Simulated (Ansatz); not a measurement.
# NbAl3, space group I4/mmm: a surface slab

With the Python package of Ansatz (0.2.0).

Input file `nbal3.vasp`:
```text
NbAl3
1.0
  -1.91698292    1.91698292    4.29245035
   1.91698292   -1.91698292    4.29245035
   1.91698292    1.91698292   -4.29245035
Al Nb
3 1
Direct
   0.50000000    0.50000000    0.00000000
   0.75000000    0.25000000    0.50000000
   0.25000000    0.75000000    0.50000000
   0.00000000    0.00000000    0.00000000
```

Run as a notebook:

**Cell 1**
```python
import ansatz as az
from ase.build import surface
from ase.io import read
import numpy as np
```

**Cell 2**
```python
atoms = read("nbal3.vasp", format="vasp")
# Miller indices count the vectors of the cell as typed
slab = surface(atoms, (1, 1, 0), 4, vacuum=8.0)
slab.pbc = True

print(slab.get_chemical_formula(), "area {:.3f} A^2, cell height {:.2f} A".format(np.linalg.norm(np.cross(slab.cell[0], slab.cell[1])), slab.cell[2, 2]))
```
Output:
```text
Al12Nb4 area 27.527 A^2, cell height 22.88 A
```

**Cell 3**
```python
def common(structure):
    return (
        az.Crystal.from_ase(structure).calculation()
        .functional("PBEsol")
        .basis(41 * az.Ry)
        .occupations("fermi_dirac")
    )
```

**Cell 4**
```python
base = common(slab)
base = base.kpoints(3, 4, 1).electric_field(axis=3, dipole_correction=True)
base = base.potential()
base = base.forces()
result = base.run(threads=1)
r = result.report
```
Output:
```text
RunWarning: The output density's exchange-correlation potential varies sharply where the density is thin. Do not read a vacuum level from v_tot or v_xc, or from such a field of the output density. On a cell that repeats whose density bears no net charge and no dipole along the vacuum's axis use v_es (v_loc + v_h of the components); under efield.dipole_correction with no amplitude use v_es + [...]
```

**Cell 5**
```python
[(site.symbol, site.position_frac.round(4).tolist()) for site in result.lattice.sites]
```
Output:
```text
[(<Element.AL: 'Al'>, [0.5, 0.0, 0.3497]), (<Element.AL: 'Al'>, [0.75, 0.5, 0.3497]),
 (<Element.AL: 'Al'>, [0.25, 0.5, 0.3497]), (<Element.NB: 'Nb'>, [0.0, 0.0, 0.3497]),
 (<Element.AL: 'Al'>, [1.0, 0.7149, 0.4499]), (<Element.AL: 'Al'>, [0.25, 0.2149, 0.4499]),
 (<Element.AL: 'Al'>, [0.75, 0.2149, 0.4499]), (<Element.NB: 'Nb'>, [0.5, 0.7149, 0.4499]),
 (<Element.AL: 'Al'>, [0.5, 0.4297, 0.5501]), (<Element.AL: 'Al'>, [0.75, 0.9297, 0.5501]),
 (<Element.AL: 'Al'>, [0.25, 0.9297, 0.5501]), (<Element.NB: 'Nb'>, [1.0, 0.4297, 0.5501]),
 (<Element.AL: 'Al'>, [1.0, 0.1446, 0.6503]), (<Element.AL: 'Al'>, [0.25, 0.6446, 0.6503]),
 (<Element.AL: 'Al'>, [0.75, 0.6446, 0.6503]), (<Element.NB: 'Nb'>, [0.5, 0.1446, 0.6503])]
```

**Cell 6**
```python
print(f"slab free energy {r['free_energy_ev']:.4f} eV, Fermi level {r['fermi_energy_ev']:.3f} eV")
face = r["work_function"]
print("work function (eV), upper and lower face:", *(round(face[k], 3) for k in ("phi_plus_ev", "phi_minus_ev") if face.get(k) is not None))
print(f"dipole {face['dipole_moment_e_ang']:+.4f} e A")
```
Output:
```text
slab free energy -24276.4963 eV, Fermi level 1.981 eV
work function (eV), upper and lower face: 4.296 4.296
dipole +0.0000 e A
```

**Cell 7**
```python
# two faces, so half the excess energy for each
bulk = common(atoms).kpoints(8, 8, 8).run(threads=1).report
excess = r["free_energy_ev"] - bulk["free_energy_ev"] * len(slab) / len(atoms)
area = np.linalg.norm(np.cross(slab.cell[0], slab.cell[1]))
print(f"mean surface energy {excess / (2 * area) * 16.02177:.3f} J/m^2 ({1000 * excess / (2 * area):.1f} meV/A^2)")
```
Output:
```text
mean surface energy 1.956 J/m^2 (122.1 meV/A^2)
```

**Cell 8**
```python
v = result.potential()
profile = (v.v_es_ev + (0 if v.v_field_ev is None else v.v_field_ev)).mean(axis=(0, 1))
height = result.lattice.cell_ang[2][2]
print("z (A)   planar potential less the Fermi level (eV)")
for i in range(0, len(profile), max(len(profile) // 24, 1)):
    print(f"{i * height / len(profile):6.2f} {profile[i] - r['fermi_energy_ev']:9.3f}")
```
Output:
```text
z (A)   planar potential less the Fermi level (eV)
  0.00     4.296
  0.89     4.296
  1.78     4.296
  2.67     4.296
  3.56     4.295
  4.45     4.287
  5.34     4.213
  6.23     3.549
  7.12    -1.952
  8.01   -11.492
  8.90    -2.188
  9.79    -8.157
 10.68    -9.673
 11.57    -1.165
 12.45   -11.420
 13.34    -4.108
 14.23    -5.999
 15.12   -10.737
 16.01     0.893
 16.90     3.897
 17.79     4.252
 18.68     4.291
 19.57     4.296
 20.46     4.296
 21.35     4.296
 22.24     4.296
```

Caveats:
- Absolute energies stand on the zero of these potentials, so only differences at equal settings mean something. A total without «per atom» is that of the whole cell that was run.
- The mesh is modest for a metal, so energies can be off by several to tens of meV an atom and pressures by half a GPa or more; differences at equal mesh fare better.
- Only differences from the Fermi energy are physical; the zero of the scale is a convention.
- This cell is a computed structure, which may not be the phase found in nature.
- Warnings are shown shortened and without file and line.
- The slab is thin and cut from the structure as given; a cut can leave two unlike or polar faces, and the surface energy is then their mean. Miller indices refer to the vectors of the cell as typed, and the lattice isn't relaxed for this functional, so relaxation and surface energy can hold strain.
- Hardware and time: 55 s on 1 thread of Arm Neoverse V2, with other jobs on the host, peak memory 1.1 GiB.
